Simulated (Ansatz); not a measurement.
# HfO2: the cost of one run

All numbers are computed with Ansatz 0.2.0 through its Python package. Level of theory: DFT PBE, all-electron LAPW.

## 1. The structure

The structure is cubic, space group Fm-3m (No. 225). Conventional cell: a = 5.115 Å, b = 5.115 Å, c = 5.115 Å, α = 90.00°, β = 90.00°, γ = 90.00°. Hf (site symmetry m-3m) is surrounded by 8 O at 2.21 Å. Around O (site symmetry -43m) lie 4 Hf at 2.21 Å.

The script holds or builds the structure itself.

## 2. The script

eos_lapw.py reads:

```python
# -*- coding: utf-8 -*-
"""E(V) of HfO2 on LAPW."""

import warnings

import ansatz
from ase.eos import EquationOfState
from ase.units import GPa
import numpy as np

vectors0 = np.array([
    [0.0, 2.5575, 2.5575],
    [2.5575, 0.0, 2.5575],
    [2.5575, 2.5575, 0.0],
])
sites = [
    ("Hf", (0.0, 0.0, 0.0)),
    ("O", (0.25, 0.25, 0.25)),
    ("O", (0.75, 0.75, 0.75)),
]


def crystal_on(cell):
    crystal = ansatz.Crystal(lattice=ansatz.Lattice.of(cell))
    for symbol, position in sites:
        crystal = crystal.atom(symbol, position)
    return crystal

warnings.simplefilter("ignore", ansatz.DeckWarning)

volumes, energies = [], []
for scale in np.linspace(0.92, 1.08, 5):
    cell = vectors0 * scale ** (1 / 3)
    calculation = (
        crystal_on(cell).calculation()
        .functional("PBE")
        .occupations("fixed")
        .kpoints(6, 6, 6)
        .pseudopotentials("all_electron", lapw=True)
    )
    r = calculation.run(threads=1, backend="cpu").report
    volumes.append(abs(np.linalg.det(cell)) / len(sites))
    energies.append(r["free_energy_ev"] / len(sites))
    print(f"{scale:.3f} {volumes[-1]:9.4f} A^3/atom {energies[-1]:16.5f} eV/atom  (estimated basis error {1000 * r['lapw_basis_errors']['total_ev_per_atom']:.2f} meV/atom)")
v0, e0, bulk = EquationOfState(volumes, energies, eos="birchmurnaghan").fit()
print(f"V0 = {v0:.4f} A^3/atom, B0 = {bulk / GPa:.1f} GPa")
```

## 3. The calls as engine input

The package turns the script's settings into the engine's input (first run):

```yaml
crystal:
  lattice:
    - [0.0, 2.4873959230547245, 2.4873959230547245]
    - [2.4873959230547245, 0.0, 2.4873959230547245]
    - [2.4873959230547245, 2.4873959230547245, 0.0]
  atoms:
    - { symbol: Hf, position: [0.0, 0.0, 0.0] }
    - { symbol: O, position: [0.25, 0.25, 0.25] }
    - { symbol: O, position: [0.75, 0.75, 0.75] }
kpoints:
  mp_grid:
    grid: [6, 6, 6]
hamiltonian:
  xc: pbe
  pseudopotentials:
    kind: all_electron
    lapw: {}
scf:
  occupations:
    method: fixed
```

## 4. Running it

On the command line:

```
$ python eos_lapw.py
```

What time and memory should one allow on 1 thread of Intel Xeon 6975P-C (Granite Rapids), shared host?

About 28 s, with a peak of 0.46 GiB.
